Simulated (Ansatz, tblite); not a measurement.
# Ge17H24 off sphere (Ge17H24): which spin state is lowest

Is the singlet the ground state of Ge17H24 off sphere (Ge17H24)? Other spin states are computed and compared level by level.

The runs use Ansatz 0.2.0, Gaussian basis; as each input shows.

The runs, in order: triplet, at the geometry of the singlet (GFN1-xTB, GFN2-xTB, PBE0-D4/def2-TZVP, PBE-D4/def2-TZVP); the singlet's energies come from earlier runs.

1 further run of the same task is left out (set aside as unsound or not needed). Runs told in other sessions of the task aren't counted.

## (1) The geometry

The geometry is that of the singlet, from an earlier relaxation (r2SCAN-D4/def2-SVP).

41 atoms, charge 0, spin multiplicity 1.

Bond lengths: Ge1–Ge9 2.428 Å, Ge1–Ge12 2.426 Å, Ge1–H18 1.543 Å, Ge1–H19 1.540 Å, Ge2–Ge11 2.432 Å, Ge2–Ge13 2.430 Å, Ge2–H20 1.544 Å, Ge2–H21 1.542 Å, Ge3–Ge10 2.431 Å, Ge3–Ge14 2.429 Å, Ge3–Ge15 2.430 Å, Ge3–H22 1.546 Å, Ge4–Ge11 2.438 Å, Ge4–Ge14 2.431 Å, Ge4–Ge16 2.436 Å, Ge4–H23 1.547 Å, Ge5–Ge9 2.434 Å, Ge5–Ge10 2.436 Å and more. Angles: Ge9–Ge1–Ge12 112.1°, Ge9–Ge1–H18 109.2°, Ge9–Ge1–H19 109.4°, Ge12–Ge1–H18 109.0°, Ge12–Ge1–H19 109.5°, H18–Ge1–H19 107.4°, Ge11–Ge2–Ge13 109.2°, Ge11–Ge2–H20 108.6°, Ge11–Ge2–H21 111.4°, Ge13–Ge2–H20 108.7°, Ge13–Ge2–H21 111.1°, H20–Ge2–H21 107.7°, Ge10–Ge3–Ge14 109.1°, Ge10–Ge3–Ge15 109.3°, Ge10–Ge3–H22 109.7°, Ge14–Ge3–Ge15 109.6°, Ge14–Ge3–H22 109.6°, Ge15–Ge3–H22 109.5° and more.

## (2) Triplet at the fixed geometry, GFN1-xTB

Tight binding, by tblite at 300 K electronic temperature and without a spin-polarisation term:

```python
tblite.interface.Calculator('GFN1-xTB', numbers, positions, charge=0, uhf=2).singlepoint()
```

Energy -1127.7332 eV; 0.37 s.

## (3) Triplet at the fixed geometry, GFN2-xTB

Tight binding, by tblite at 300 K electronic temperature and without a spin-polarisation term:

```python
tblite.interface.Calculator('GFN2-xTB', numbers, positions, charge=0, uhf=2).singlepoint()
```

Energy -1226.4840 eV; 0.42 s.

## (4) Triplet at the fixed geometry, PBE0-D4/def2-TZVP

Input file in.yaml:

```yaml
crystal:
  periodic: [false, false, false]
  atoms:
    - {symbol: Ge, position_ang: [-1.907020, -2.889578, 3.088862]}
    - {symbol: Ge, position_ang: [1.279603, -3.009048, -0.133436]}
    - {symbol: Ge, position_ang: [-1.687321, 2.638703, -2.775137]}
    - {symbol: Ge, position_ang: [1.140201, -0.138101, -2.805722]}
    - {symbol: Ge, position_ang: [-1.658074, -0.235723, 0.010348]}
    - {symbol: Ge, position_ang: [1.149476, -0.260578, 2.812611]}
    - {symbol: Ge, position_ang: [1.118830, 2.630573, 0.029742]}
    - {symbol: Ge, position_ang: [3.963265, -0.143071, 0.041961]}
    - {symbol: Ge, position_ang: [-3.105961, -1.575700, 1.436185]}
    - {symbol: Ge, position_ang: [-3.056908, 1.182279, -1.392803]}
    - {symbol: Ge, position_ang: [-0.230281, -1.599806, -1.416954]}
    - {symbol: Ge, position_ang: [-0.266896, -1.568230, 4.293282]}
    - {symbol: Ge, position_ang: [2.573413, -1.620850, 1.384567]}
    - {symbol: Ge, position_ang: [-0.265496, 1.275909, -4.196441]}
    - {symbol: Ge, position_ang: [-0.307657, 4.038563, -1.346949]}
    - {symbol: Ge, position_ang: [2.544358, 1.239906, -1.369779]}
    - {symbol: Ge, position_ang: [-0.245498, 1.167474, 1.417441]}
    - {symbol: H, position_ang: [-2.916025, -3.479218, 4.095666]}
    - {symbol: H, position_ang: [-1.206095, -4.070434, 2.392351]}
    - {symbol: H, position_ang: [2.248892, -3.709282, -1.110223]}
    - {symbol: H, position_ang: [0.512644, -4.105426, 0.632477]}
    - {symbol: H, position_ang: [-2.596266, 3.531020, -3.651696]}
    - {symbol: H, position_ang: [2.048532, -1.016652, -3.698162]}
    - {symbol: H, position_ang: [2.070959, 0.634201, 3.676055]}
    - {symbol: H, position_ang: [2.006656, 3.506530, 0.944531]}
    - {symbol: H, position_ang: [4.926401, -0.974478, -0.830558]}
    - {symbol: H, position_ang: [4.810903, 0.759229, 0.962073]}
    - {symbol: H, position_ang: [-3.980632, -2.501502, 0.565695]}
    - {symbol: H, position_ang: [-4.050327, -0.606797, 2.178061]}
    - {symbol: H, position_ang: [-3.952495, 0.299039, -2.286576]}
    - {symbol: H, position_ang: [-3.979393, 2.028361, -0.490545]}
    - {symbol: H, position_ang: [-1.123580, -2.472770, -2.329238]}
    - {symbol: H, position_ang: [0.593845, -2.489459, 5.181660]}
    - {symbol: H, position_ang: [-1.015960, -0.589645, 5.221018]}
    - {symbol: H, position_ang: [3.472177, -2.516520, 2.267807]}
    - {symbol: H, position_ang: [-1.135462, 0.398517, -5.119746]}
    - {symbol: H, position_ang: [0.613224, 2.178156, -5.086749]}
    - {symbol: H, position_ang: [0.558461, 4.978118, -2.211076]}
    - {symbol: H, position_ang: [-1.203961, 4.913242, -0.446595]}
    - {symbol: H, position_ang: [3.422188, 2.151151, -2.259219]}
    - {symbol: H, position_ang: [-1.162731, 2.021879, 2.325213]}
basis:
  gaussian: {orbitals: def2-TZVP, fitting: {mean_field: def2-universal-jkfit}}
magnetization: {spin_polarized: true, initial_magnetization: 2}
hamiltonian: {xc: pbe0, dispersion: d4}
scf: {omitted_lower_state_checks: [starts]}
output: {orbitals: {seedname: orbitals}}
```

Run with:

```
> ansatz run in.yaml --threads 11 --pin off --events-out ev --progress --plain --max-ram 166912MiB --backend cuda --devices 0, --max-vram 75GiB
```

Log:

```text
Functional definition: PBE0
  name "PBE0"
  cite "Adamo & Barone, J. Chem. Phys. 110, 6158 (1999) doi:10.1063/1.478522"
  cite "Perdew, Burke & Ernzerhof, Phys. Rev. Lett. 77, 3865 (1996) doi:10.1103/PhysRevLett.77.3865"
  parent pbe
  parameter a = 0.25
  parameter kappa = 0.804
  parameter beta = 0.06672455060314922
  exchange = (1 - a)*pbe_x(kappa = kappa, mu = beta*pi^2/3) + a*exact_x
  correlation = pbe_c(beta = beta)
these checks for a lower state are left out or cut short: starts
4954 factors; integrals over basis functions are off by at most 6.0e-1 eV
mean field evaluation 1: about -961083.4503 eV, gradient 4.2e1 eV
mean field evaluation 2: about -961083.0174 eV, gradient 4.5e1 eV
mean field evaluation 4: about -961086.2583 eV, gradient 5.7e0 eV
mean field evaluation 8: about -961086.4677 eV, gradient 6.5e-1 eV
mean field evaluation 16: about -961086.4908 eV, gradient 3.2e-2 eV
mean field evaluation 32: about -961086.4909 eV, gradient 4.7e-4 eV
mean field -961086.49088403 eV, -35319.2770921669 hartree, gradient 7.2e-6 eV, S^2 2.005354; 0 other end points of the search recorded, 0 dependent functions left out
reference -961086.49096285 eV, -35319.2770950634 hartree; 285, 283 occupied and 675, 677 virtual orbitals, 4954 factors
Total energy: -961088.94783503 eV, -35319.3673834508 hartree
Checks for a lower state left out: starts
```

It took 22 s on 1 × H100 with 11 threads of AMD EPYC 7R13, shared host; peak host memory 1.8 GiB.

From the report: HOMO -2.38 eV, LUMO -5.73 eV (over both spins; with the spin held, an empty level of the minority spin lies below the top filled one); ⟨S²⟩ 2.005 (pure: 2.00).

## (5) Triplet at the fixed geometry, PBE-D4/def2-TZVP

start.molden holds the orbitals of an earlier run on this state, given as this run's starting guess.

Edit in.yaml of step 4 so:

```diff
@@ -45,5 +45,5 @@
 basis:
-  gaussian: {orbitals: def2-TZVP, fitting: {mean_field: def2-universal-jkfit}}
+  gaussian: {orbitals: def2-TZVP, fitting: {mean_field: def2-universal-jkfit}, initial_orbitals: start.molden}
 magnetization: {spin_polarized: true, initial_magnetization: 2}
-hamiltonian: {xc: pbe0, dispersion: d4}
+hamiltonian: {xc: pbe, dispersion: d4}
 scf: {omitted_lower_state_checks: [starts]}
```

Same command.

Log:

```text
Functional definition: PBE
  name "PBE"
  cite "Perdew, Burke & Ernzerhof, Phys. Rev. Lett. 77, 3865 (1996) doi:10.1103/PhysRevLett.77.3865"
  parent pbe
  parameter kappa = 0.804
  parameter beta = 0.06672455060314922
  exchange = pbe_x(kappa = kappa, mu = beta*pi^2/3)
  correlation = pbe_c(beta = beta)
these checks for a lower state are left out or cut short: starts
4954 factors; integrals over basis functions are off by at most 6.0e-1 eV
mean field evaluation 1: about -961060.0737 eV, gradient 2.3e1 eV
mean field evaluation 2: about -961060.9743 eV, gradient 1.0e0 eV
mean field evaluation 4: about -961060.9874 eV, gradient 3.6e-1 eV
mean field evaluation 8: about -961060.9935 eV, gradient 7.6e-4 eV
mean field evaluation 16: about -961060.9935 eV, gradient 1.2e-5 eV
mean field -961060.99351546 eV, -35318.3400811546 hartree, gradient 1.4e-6 eV, S^2 2.002030; 0 other end points of the search recorded, 0 dependent functions left out
reference -961060.99361768 eV, -35318.3400849111 hartree; 285, 283 occupied and 675, 677 virtual orbitals, 4954 factors
Total energy: -961063.69020504 eV, -35318.4391826688 hartree
Checks for a lower state left out: starts
```

Wall time 11 s (1 × H100 with 11 threads of AMD EPYC 7R13, shared host); peak host memory 1.7 GiB.

From the report: HOMO -1.99 eV, LUMO -5.94 eV (over both spins; with the spin held, an empty level of the minority spin lies below the top filled one); ⟨S²⟩ 2.002 (pure: 2.00).

## (6) Triplet less singlet, vertical

The singlet's energies are those of its earlier runs, whose logs aren't repeated here.

| level | triplet less singlet, vertical (kJ/mol) | time |
| --- | --- | --- |
| GFN1-xTB | +294.9 | 0.67 s |
| GFN2-xTB | +390.5 | 0.71 s |
| PBE-D4/def2-TZVP | +391.3 | 15 s |
| PBE0-D4/def2-TZVP | +445.3 | 32 s |

Times add the two runs; a level without a time comes out of a correlated run. Tight binding without a spin term can't rank spin states.

## (7) What came out

```
                                                quantity                                       value
triplet less singlet, vertical, functionals in def2-TZVP  +391.3 (PBE-D4) to +445.3 kJ/mol (PBE0-D4)
```

**Reading.** All functionals put the triplet above the singlet, over a spread of 54.0 kJ/mol. The checks for a lower triplet were left out, so another state of that spin may lie lower. These are electronic energies, without zero-point motion, entropy or surroundings.
